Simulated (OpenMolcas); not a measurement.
**Ni⁴⁺ among point charges: CASSCF and CASPT2 levels and susceptibility**

Aim: the splitting of the states of Ni⁴⁺ in the field of 4 point charges, its lowest levels with spin-orbit coupling and its magnetic susceptibility.

The numbers are computed with OpenMolcas 26.06 (state-averaged CASSCF and CASPT2, spin-orbit coupling by RASSI with atomic mean-field integrals), except any that are marked as measured or tabulated.

## Step 1: Starting point

| Item | Value |
| --- | --- |
| Species | Ni⁴⁺ (nickel, Z = 28, 24 electrons) |
| Basis | ANO-RCC-VDZP [5s4p2d1f], 34 functions |
| Scalar Hamiltonian | DKH2, point nucleus |
| Inactive shells | 1s 2s 2p 3s 3p |
| Active space | 6 electrons in 5 orbitals (3d) |
| Some configurations of this space | 3d6 |
| Orbitals | optimised for each spin and parity, averaged over all roots |

The outer shells:

3d6
```
3d [↑↓][↑ ][↑ ][↑ ][↑ ]
```

The ion sits among 4 point charges of -2.5 e arranged as a square (D4h), 1.74 Å from the ion.

Each step is its own input file, run in one work folder so that later steps find the files of earlier ones. Labels, J, g values, rates, χT and fits are worked out afterwards by a script from the matrices that RASSI stores. The input lists half of the charges; inversion (Group=XYZ) makes the rest.

## Step 2: One- and two-electron integrals

Contents of a.inp:

```
&GATEWAY
Coord
1

Ni 0.0 0.0 0.0
Basis=ANO-RCC-VDZP
Group=XYZ
NoMove
AngMom=0.0 0.0 0.0
AMFI
XField
2 Angstrom 0
1.740000 0.000000 0.000000 -2.500000
0.000000 1.740000 0.000000 -2.500000
&SEWARD
```

Command:

```console
$ OMP_NUM_THREADS=1 MOLCAS_MEM=1689 MOLCAS_PROJECT=a pymolcas a.inp > a.log
```

## Step 3: CASSCF: quintets of even parity, 5 roots

Contents of a.inp:

```
&RASSCF
FileOrb=start.orb
Symmetry=1
Spin=5
nActEl=6 0 0
Inactive=3 6
Ras2=5 0
CIRoot=5 5 1
SDav=5
CIMx=300
Iter=120 100
PrWF=0.3
OrbListing=Nothing
MaxOrb=0
>>> COPY $Project.JobIph JOB001
```

start.orb holds the contracted functions of the basis, ordered by shell, or the orbitals of the step before.

## Step 4: Reference wave functions, triplets of even parity, 45 roots

Contents of a.inp:

```
&RASSCF
FileOrb=start.orb
Symmetry=1
Spin=3
nActEl=6 0 0
Inactive=3 6
Ras2=5 0
CIRoot=45 45 1
SDav=45
CIMx=300
Iter=120 100
PrWF=0.3
OrbListing=Nothing
MaxOrb=0
>>> COPY $Project.JobIph JOB002
```

## Step 5: Reference wave functions, singlets of even parity, 50 roots

Contents of a.inp:

```
&RASSCF
FileOrb=start.orb
Symmetry=1
Spin=1
nActEl=6 0 0
Inactive=3 6
Ras2=5 0
CIRoot=50 50 1
SDav=50
CIMx=300
Iter=120 100
PrWF=0.3
OrbListing=Nothing
MaxOrb=0
>>> COPY $Project.JobIph JOB003
```

## Step 6: RASSI: spin-orbit coupling between the states

Contents of a.inp:

```
&RASSI
NrOfJobIphs=3 5 45 50
1 2 3 4 5
1 2 3 4 5 6 7 8 9 10 11 12 13 14 15 16 17 18 19 20 21 22 23 24 25 26 27
28 29 30 31 32 33 34 35 36 37 38 39 40 41 42 43 44 45
1 2 3 4 5 6 7 8 9 10 11 12 13 14 15 16 17 18 19 20 21 22 23 24 25 26 27
28 29 30 31 32 33 34 35 36 37 38 39 40 41 42 43 44 45 46 47 48 49 50
IphNames
JOB001
JOB002
JOB003
EJob
SpinOrbit
DIPRint=1.0
SOCoupling=1000.0
Subsets=2
Property=9
'ANGMOM' 1 'ANGMOM' 2 'ANGMOM' 3 'MLTPL  1' 1 'MLTPL  1' 2 'MLTPL  1' 3
'AMFI' 1 'AMFI' 2 'AMFI' 3
SOProperty=3
'ANGMOM' 1 'ANGMOM' 2 'ANGMOM' 3
```

## Step 7: CASPT2: IPEA 0.25, imaginary shift 0.1 (closed shells correlated: 3s 3p)

Contents of a.inp:

```
>>> COPY JOB001 $Project.JobIph
&CASPT2
Multistate=5 1 2 3 4 5
NoMult
Frozen=2 3
IPEA=0.25
Imaginary=0.1
MaxIter=60
WThr=0.0 0.3 0.05
PrWF=0.5
NoMix
>>> COPY JOB002 $Project.JobIph
&CASPT2
Multistate=45 1 2 3 4 5 6 7 8 9 10 11 12 13 14 15 16 17 18 19 20 21 22
23 24 25 26 27 28 29 30 31 32 33 34 35 36 37 38 39 40 41 42 43 44 45
NoMult
Frozen=2 3
IPEA=0.25
Imaginary=0.1
MaxIter=60
WThr=0.0 0.3 0.05
PrWF=0.5
NoMix
>>> COPY JOB003 $Project.JobIph
&CASPT2
Multistate=50 1 2 3 4 5 6 7 8 9 10 11 12 13 14 15 16 17 18 19 20 21 22
23 24 25 26 27 28 29 30 31 32 33 34 35 36 37 38 39 40 41 42 43 44 45 46
47 48 49 50
NoMult
Frozen=2 3
IPEA=0.25
Imaginary=0.1
MaxIter=60
WThr=0.0 0.3 0.05
PrWF=0.5
NoMix
```

(Steps that only read results are left out.)

Before running it: what results should come out? Wanted: spin-free ground state; first state of the same spin within the active space; lowest level; next level.

The runs gave:

| quantity | value |
| --- | --- |
| method | SS-CASPT2, IPEA 0.25, imaginary shift 0.1 (closed shells correlated: 3s 3p) |
| spin-free ground state | 5A1, 1-fold in its orbital part |
| first state of the same spin within the active space | 5E at 3890 cm⁻¹ |
| lowest level | 1-fold A1 |
| next level | 35.9 cm⁻¹ |
| χT at 300 K | 3.74 cm³ K/mol |
| effective moment at 300 K | 5.47 μB |

Cost by method:

| method | time of its own steps | time with the reference |
| --- | --- | --- |
| A. CASSCF | 23 s | 23 s |
| B. SS-CASPT2, IPEA 0.25, imaginary shift 0.1, +3s 3p | 6.4 s | 29 s |

Times are of one thread on a shared host.

**Reading.** The spin-free ground state (5A1) comes to 100 % from free-ion D terms and keeps the highest spin of the shell. χT at 300 K is 3.74, against 3.01 cm³ K/mol for the spin alone, so orbital moment adds to it. An active space of the d shell alone favours high spin; real ions in strong fields can be low spin. The field of point charges can differ much from that of real complexes. With metal d orbitals alone active, the gaps between spin states are rough; where two lie within a few thousand cm-1, their order is open. This is an electrostatic model: the charges have no orbitals.
